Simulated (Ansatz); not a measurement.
Sn3Se:

```
Sn Se
1.0
     4.74188    0.00000    0.00000
     0.00000    4.74188    0.00000
     0.00000    0.00000    4.74188
Sn Se
3 1
Cartesian
  2.3709 2.3709 0.0000
  2.3709 0.0000 2.3709
  0.0000 2.3709 2.3709
  0.0000 0.0000 0.0000
```

The cell comes from a database or a generator and needn't be the stable form of this composition.

- Program: Ansatz 0.2.0
- Task: relaxation of cell and atoms
- Functional: HSE06
- Potentials or basis: Ansatz PAW
- Cutoff: 420 eV (not typed: the program's choice for these potentials)
- k mesh: 4 × 4 × 4
- Occupations: fermi-dirac, width 0.05 eV
- Spin: no spin polarisation

At the start: volume 26.66 Å³/atom.

Question: Where does the relaxation end?

Answer: It ends after 4 steps and the volume is 25.94 Å³/atom (-2.7 %); space group Pm-3m (No. 221, to 0.05 Å).

The path:
| step | energy change (eV) | largest force (eV/Å) | volume (Å³) |
| --- | --- | --- | --- |
| 1 | 0.0000 | 0.0000 | 106.62 |
| 2 | -0.0116 | 0.0000 | 103.53 |
| 3 | -0.0116 | 0.0000 | 103.74 |
| 4 | -0.0109 | 0.0000 | 103.74 |

Final structure:
```xyz
4
Lattice="4.6988 0.0000 0.0000 0.0000 4.6988 0.0000 0.0000 0.0000 4.6988" Properties=species:S:1:pos:R:3 pbc="T T T"
Sn    2.3494    2.3494    0.0000
Sn    2.3494    0.0000    2.3494
Sn    0.0000    2.3494    2.3494
Se    0.0000    0.0000    0.0000
```

Caveat: the plane-wave basis is chosen anew once the cell has moved, so the energies of steps on either side of that aren't comparable; the PAW data sets come from PBE, with cores solved anew for the run's functional, which leaves a small shift of forces and pressure.
